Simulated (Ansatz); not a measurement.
**C2H8AlFSi: one species, many methods**

One table from this session's results is given with a row withheld; the runs are named, their logs left out.

Program: Ansatz 0.2.0, Gaussian basis. Level of theory: functionals in def2-TZVPP, the program's frozen cores in correlated methods. These are calculated values, not measurements.

The runs, in order: PBE-D4, r2SCAN-D4, PBE0-D4, B3LYP-D4, ωB97X-V, ωB97M-V, B2PLYP; CCSD(T)/def2-TZVPP; MP2/def2-QZVPP; extrapolation to the limit.

## The relaxed structure

All runs share one geometry, relaxed beforehand with PBE0-D4 in a triple-zeta def2 set.

SMILES `[CH3][Al]([F])[CH2][SiH3]`, 13 atoms, charge 0, spin multiplicity 1.

Atoms are counted from 1 here; the program's logs count them from 0.

Bond lengths: C1–Al2 1.939 Å, C1–H6 1.095 Å, C1–H7 1.093 Å, C1–H8 1.093 Å, Al2–F3 1.656 Å, Al2–C4 1.941 Å, C4–Si5 1.866 Å, C4–H9 1.095 Å, C4–H10 1.097 Å, Si5–H11 1.491 Å, Si5–H12 1.489 Å, Si5–H13 1.489 Å. Angles: Al2–C1–H6 110.6°, Al2–C1–H7 111.7°, Al2–C1–H8 111.9°, H6–C1–H7 107.0°, H6–C1–H8 107.0°, H7–C1–H8 108.4°, C1–Al2–F3 118.2°, C1–Al2–C4 125.3°, F3–Al2–C4 116.5°, Al2–C4–Si5 114.3°, Al2–C4–H9 109.5°, Al2–C4–H10 108.7°, Si5–C4–H9 108.5°, Si5–C4–H10 107.6°, H9–C4–H10 108.0°, C4–Si5–H11 110.0°, C4–Si5–H12 110.4°, C4–Si5–H13 112.8° and more.

The first run:

Input file in.yaml:

```yaml
crystal:
  periodic: [false, false, false]
  atoms:
    - {symbol: C, position_ang: [-2.150660, -0.309041, 0.957168]}
    - {symbol: Al, position_ang: [-0.228429, -0.159591, 1.163189]}
    - {symbol: F, position_ang: [0.483737, -0.924686, 2.448099]}
    - {symbol: C, position_ang: [0.952344, 0.825011, -0.021561]}
    - {symbol: Si, position_ang: [1.476574, -0.120901, -1.541663]}
    - {symbol: H, position_ang: [-2.660118, 0.502871, 1.487127]}
    - {symbol: H, position_ang: [-2.450445, -0.243573, -0.092231]}
    - {symbol: H, position_ang: [-2.531883, -1.247262, 1.367188]}
    - {symbol: H, position_ang: [1.850530, 1.127506, 0.527245]}
    - {symbol: H, position_ang: [0.437512, 1.733640, -0.356441]}
    - {symbol: H, position_ang: [0.276492, -0.547111, -2.316837]}
    - {symbol: H, position_ang: [2.221514, -1.351710, -1.157386]}
    - {symbol: H, position_ang: [2.343134, 0.680147, -2.448999]}
basis:
  gaussian: {orbitals: def2-TZVPP}
hamiltonian: {xc: pbe, dispersion: d4}
output: {forces: true, orbitals: {seedname: orbitals}}
```

Run with:

```
ansatz run in.yaml --threads 4 --pin off --events-out ev --progress --plain --max-ram 10444MiB
```

Steps of the session up to this table: PBE-D4 (GGA); r2SCAN-D4 (meta-GGA); PBE0-D4 (hybrid); B3LYP-D4 (hybrid); ωB97X-V (range-separated); ωB97M-V (range-separated); B2PLYP (double hybrid); CCSD(T) in def2-TZVPP; MP2 in def2-QZVPP.

One table of the session follows, with a row left open; its other results are not shown here.

```
            method  atomisation energy (kJ/mol)
            PBE-D4                            ?
         r2SCAN-D4                       4657.2
           PBE0-D4                       4618.9
          B3LYP-D4                       4635.8
           ωB97X-V                       4659.9
           ωB97M-V                       4655.7
            B2PLYP                       4595.7
     HF/def2-TZVPP                       3563.3
    MP2/def2-TZVPP                       4590.5
   CCSD/def2-TZVPP                       4499.5
CCSD(T)/def2-TZVPP                       4547.9
           MP2/CBS                       4699.4
       CCSD(T)/CBS                       4656.8
```

Q: Estimate the row for PBE-D4 from the others.

The run gave: atomisation energy (kJ/mol): 4657.1. In the column «atomisation energy (kJ/mol)» it lies between CCSD(T)/CBS (4656.8) and r2SCAN-D4 (4657.2).
